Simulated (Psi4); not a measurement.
**InSiH5 (InH2(SiH3)) at 3 levels**

Aim: a comparison of 3 runs (HF/STO-6G, HF/def2-SVP, MP2/def2-SVPD) of InSiH5 (InH2(SiH3)). 

The calculation is run with Psi4 1.11.

3 further runs of the same task are left out: 3 set aside as unsound or not needed.

## 1. The system as given

InSiH5: 7 atoms, total charge 0, spin state singlet. As SMILES, `[H][In]([H])[SiH3]`. The shape comes from GFN2-xTB, which is rough for such elements, and wasn't checked as a minimum.

Bond lengths: In1–Si4 2.590 Å, In1–H2 1.777 Å, In1–H3 1.777 Å, Si4–H5 1.474 Å, Si4–H6 1.474 Å, Si4–H7 1.474 Å. Angles: In1–Si4–H5 110.7°, In1–Si4–H6 110.7°, In1–Si4–H7 111.6°, H2–In1–Si4 126.9°, H3–In1–Si4 127.1°, H5–Si4–H6 108.1°, H5–Si4–H7 107.8°, H6–Si4–H7 107.8°, H2–In1–H3 106.1°.

## 2. Energy and forces at HF/STO-6G (run 1)

input.dat

```
memory 1.6 GB

molecule {
  0 1
  In     0.696160     1.216390     0.008410
  H      2.458730     1.435020     0.053130
  H     -0.001410     2.849990    -0.023500
  Si    -0.591310    -1.031350    -0.010010
  H     -1.907190    -0.883830     0.638570
  H      0.162820    -2.068960     0.716940
  H     -0.817790    -1.517270    -1.383550
  symmetry c1
}

set {
  scf_type pk
}

e_tot = gradient("hf/STO-6G")
print_variables()
```

Run with:

```console
psi4 input.dat output.dat -n 1
```

output.dat:

```text
[...]
  Running in c1 symmetry.
[...]
  Nuclear repulsion =  212.537402971835462
[...]
  Multiplicity = 1
[...]
  Nalpha       = 34
  Nbeta        = 34
[...]
    Number of basis functions: 41
[...]
   @RHF iter   1: -6003.13940601496324   -4.11207e+00   1.32089e-02 DIIS/ADIIS
[...]
   @RHF iter   9: -6003.45118009394992   -1.54614e-11   9.40306e-09 DIIS
[...]
    Orbital Energies [Eh]
    ---------------------
    Doubly Occupied:
       1A   -997.303937     2A   -144.815097     3A   -138.432885
       4A   -138.431397     5A   -138.431235     6A    -68.760691
       7A    -26.380808     8A    -24.804733     9A    -24.799896
      10A    -24.799683    11A    -16.648925    12A    -16.648254
      13A    -16.647968    14A    -16.643127    15A    -16.642405
      16A     -5.922965    17A     -4.022194    18A     -3.976624
      19A     -3.976571    20A     -3.976392    21A     -3.067969
      22A     -3.053473    23A     -3.052789    24A     -0.662331
      25A     -0.540997    26A     -0.533725    27A     -0.533713
      28A     -0.532771    29A     -0.521214    30A     -0.414087
      31A     -0.412717    32A     -0.412276    33A     -0.299042
      34A     -0.277458
[...]
  @RHF Final Energy: -6003.45118009394992
   => Energetics <=
    Nuclear Repulsion Energy =            212.5374029718354620
    One-Electron Energy =               -8739.2164702443624265
    Two-Electron Energy =                2523.2278871785774754
    Total Energy =                      -6003.4511800939499153
[...]
 Multipole Moments:
 ------------------------------------------------------------------------------------
     Multipole            Electronic (a.u.)      Nuclear  (a.u.)        Total (a.u.)
 ------------------------------------------------------------------------------------
 L = 1.  Multiply by 2.5417464519 to convert [e a0] to [Debye]
 Dipole X            :          6.3470112           -6.4071857           -0.0601745
 Dipole Y            :         11.0916009          -11.1931178           -0.1015168
 Dipole Z            :          0.0751774           -0.0806742           -0.0054968
 Magnitude           :                                                    0.1181391
[...]
  -Total Gradient:
     Atom            X                  Y                   Z
    ------   -----------------  -----------------  -----------------
       1       -0.022348362894    -0.038647248977     0.000792528944
       2        0.042257421097     0.013291225581     0.000955188647
       3       -0.009730905127     0.043256731357    -0.000665960248
       4        0.000239493921     0.000186487034    -0.001412378758
       5       -0.024232893660     0.006513239938     0.012668119501
       6        0.017104169020    -0.017135834338     0.014232757980
       7       -0.003288922371    -0.007464600457    -0.026570256063
[...]
```

Run time: 17 s. Hardware: 1 thread of Intel Xeon 6975P-C (Granite Rapids), shared host; peak memory 0.2 GiB.

## 3. Energy and gradient at HF/def2-SVP (core potential) (run 2)

h5insi.xyz

```xyz
7
H5InSi
In     0.696160     1.216390     0.008410
H      2.458730     1.435020     0.053130
H     -0.001410     2.849990    -0.023500
Si    -0.591310    -1.031350    -0.010010
H     -1.907190    -0.883830     0.638570
H      0.162820    -2.068960     0.716940
H     -0.817790    -1.517270    -1.383550
```

run.py

```python
import psi4

psi4.set_memory('1600 MB')
psi4.set_num_threads(1)
psi4.core.set_output_file('output.dat', False)

with open('h5insi.xyz') as f:
    atoms = ''.join(f.readlines()[2:])
molecule = psi4.geometry('0 1\n' + atoms + 'symmetry c1')

options = {'puream': True, 'e_convergence': 1e-09, 'd_convergence': 1e-08, 'scf_type': 'pk'}
psi4.set_options(options)

E, wfn = psi4.gradient("scf/def2-SVP", return_wfn=True)
psi4.oeprop(wfn, "QUADRUPOLE", "LOWDIN_CHARGES", "DIPOLE", title="SCF")
print('gradient / Eh bohr^-1')
print(E.np.round(6))
print(f'energy = {wfn.energy():.10f} Eh')
```

Run with:

```console
python run.py
```

output.dat (excerpt; [...] marks lines left out):

```text
[...]
    !!!  WARNING: ECP capability is in beta. Please check occupations closely.  !!!
[...]
  Running in c1 symmetry.
[...]
  Nuclear repulsion =  102.739956224107175
[...]
  Multiplicity = 1
[...]
  Nalpha       = 20
  Nbeta        = 20
[...]
    Number of basis functions: 69
[...]
   @RHF iter   1:  -480.88708326377514   -1.51467e+00   2.69030e-03 ADIIS/DIIS
[...]
   @RHF iter  10:  -480.92024006931837   -2.16005e-12   3.62820e-09 DIIS
[...]
  @RHF Final Energy:  -480.92024006931837
   => Energetics <=
    Nuclear Repulsion Energy =            102.7399562241071749
    One-Electron Energy =                -943.2412608794811604
    Two-Electron Energy =                 359.5810645860556747
    Total Energy =                       -480.9202400693183677
[...]
  -Total Gradient:
     Atom            X                  Y                   Z
    ------   -----------------  -----------------  -----------------
       1       -0.010482594708    -0.018132144910     0.000605578441
       2        0.004955229709     0.006532967418     0.000057866250
       3        0.003177704780     0.007610451399     0.000000703408
       4        0.000786928400     0.001132691434    -0.001358243455
       5        0.003647719516    -0.000458842522    -0.001804896561
       6       -0.002155475003     0.002865343672    -0.002025907550
       7        0.000070487308     0.000449533510     0.004524899466
[...]
 Multipole Moments:
 ------------------------------------------------------------------------------------
     Multipole            Electronic (a.u.)      Nuclear  (a.u.)        Total (a.u.)
 ------------------------------------------------------------------------------------
 L = 1.  Multiply by 2.5417464519 to convert [e a0] to [Debye]
 Dipole X            :         20.4415256          -20.5843317           -0.1428061
 Dipole Y            :         35.7009161          -35.9469204           -0.2460044
 Dipole Z            :          0.2740460           -0.2796005           -0.0055545
 Magnitude           :                                                    0.2845041
 L = 2.  Multiply by 1.3450342976 to convert [e a0^2] to [Debye ang]
 Quadrupole XX       :       -132.3380180           98.0062857          -34.3317323
 Quadrupole XY       :       -128.9994766          128.2448150           -0.7546616
[...]
```

Standard output:

```text
gradient / Eh bohr^-1
[[-1.0483e-02 -1.8132e-02  6.0600e-04]
 [ 4.9550e-03  6.5330e-03  5.8000e-05]
 [ 3.1780e-03  7.6100e-03  1.0000e-06]
 [ 7.8700e-04  1.1330e-03 -1.3580e-03]
 [ 3.6480e-03 -4.5900e-04 -1.8050e-03]
 [-2.1550e-03  2.8650e-03 -2.0260e-03]
 [ 7.0000e-05  4.5000e-04  4.5250e-03]]
energy = -480.9202400693 Eh
```

Run time: 4.5 s. Hardware: 1 thread of Intel Xeon 6975P-C (Granite Rapids), shared host; peak memory 0.24 GiB.

## 4. The energy at MP2/def2-SVPD (core potential) (run 3)

h5insi.xyz is that of step 3.

run_ase.py

```python
import numpy as np
from ase.calculators.psi4 import Psi4
from ase.io import read

mol = read('h5insi.xyz')
calc = Psi4(atoms=mol, method='mp2', basis='def2-SVPD', memory='1600MB', num_threads=1, charge=0, multiplicity=1, label='psi4-calc')
calc.psi4.set_options({'puream': True, 'e_convergence': 1e-09, 'd_convergence': 1e-08, 'scf_type': 'pk', 'num_frozen_docc': 9, 'mp2_type': 'conv'})
mol.calc = calc

print(f'energy: {mol.get_potential_energy():.6f} eV')
```

Run with:

```console
python run_ase.py
```

psi4-calc.dat:

```text
[...]
    !!!  WARNING: ECP capability is in beta. Please check occupations closely.  !!!
[...]
  Running in c1 symmetry.
[...]
  Nuclear repulsion =  102.739956224107175
[...]
  Multiplicity = 1
[...]
  Nalpha       = 20
  Nbeta        = 20
[...]
    Number of basis functions: 96
[...]
   @RHF iter   1:  -480.86190237527808   -1.18527e+00   2.83320e-03 ADIIS/DIIS
[...]
   @RHF iter  10:  -480.92311235135008   -5.05906e-12   3.41516e-09 DIIS
[...]
    Orbital Energies [Eh]
    ---------------------
    Doubly Occupied:
       1A    -68.758591     2A     -6.128890     3A     -5.388963
       4A     -4.239039     5A     -4.239007     6A     -4.238954
       7A     -3.649984     8A     -3.640258     9A     -3.640227
      10A     -1.036099    11A     -1.029575    12A     -1.029373
      13A     -1.025858    14A     -1.021560    15A     -0.720548
      16A     -0.535811    17A     -0.489085    18A     -0.488645
      19A     -0.384501    20A     -0.365205
[...]
  @RHF Final Energy:  -480.92311235135008
   => Energetics <=
    Nuclear Repulsion Energy =            102.7399562241071749
    One-Electron Energy =                -943.2257938877205561
    Two-Electron Energy =                 359.5627253122633533
    Total Energy =                       -480.9231123513500847
[...]
 Multipole Moments:
 ------------------------------------------------------------------------------------
     Multipole            Electronic (a.u.)      Nuclear  (a.u.)        Total (a.u.)
 ------------------------------------------------------------------------------------
 L = 1.  Multiply by 2.5417464519 to convert [e a0] to [Debye]
 Dipole X            :         20.3973778          -20.5843317           -0.1869538
 Dipole Y            :         35.6242337          -35.9469204           -0.3226867
 Dipole Z            :          0.2761379           -0.2796005           -0.0034626
 Magnitude           :                                                    0.3729483
[...]
	SCS-MP2 Total Energy (a.u.)        :  -481.14575028011325
	SOS-MP2 Total Energy (a.u.)        :  -481.15189790035333
	SCSN-MP2 Total Energy (a.u.)       :  -480.98357504715449
[...]
	SOS-PI-MP2 Total Energy (a.u.)     :  -481.16949678873817
[...]
	MP2 Total Energy (a.u.)            :  -481.13345503963308
[...]
```

Standard output:

```text
energy: -13092.308174 eV
```

It took 6 s on 1 thread of Intel Xeon 6975P-C (Granite Rapids), shared host; peak memory 0.56 GiB.

## 5. The series

```
run                           level  core potential  SCF convergence threshold   energy (Eh)  dipole moment (D)  HOMO energy (eV)  LUMO energy (eV)  wall time
  1                       HF/STO-6G            none                          –  -6003.451180               0.30             -7.55              5.32       17 s
  2    HF/def2-SVP (core potential)            def2                      1e-09   -480.920240               0.72             -9.95              0.44      4.5 s
  3  MP2/def2-SVPD (core potential)            def2                      1e-09   -481.133455                  –             -9.94              0.44        6 s
```

## 6. What came out

| quantity | value |
| --- | --- |
| run 3: total energy | -481.13346 Eh |
| run 3: HOMO energy (Hartree–Fock orbitals) | -9.94 eV |
| run 3: LUMO energy (Hartree–Fock orbitals) | 0.44 eV |
| run 3: HOMO–LUMO gap (Hartree–Fock orbitals) | 10.38 eV |
| run 3: correlation energy (9 core orbitals frozen) | -210.3 mEh |

What this shows: Some runs of one species differ in core potentials or relativity; totals across that change don't compare. In run 1 the basis is minimal, so the values are rough. In run 1 relativity is left out where basis or elements ask for it. All runs together took 27 s, the longest 17 s.
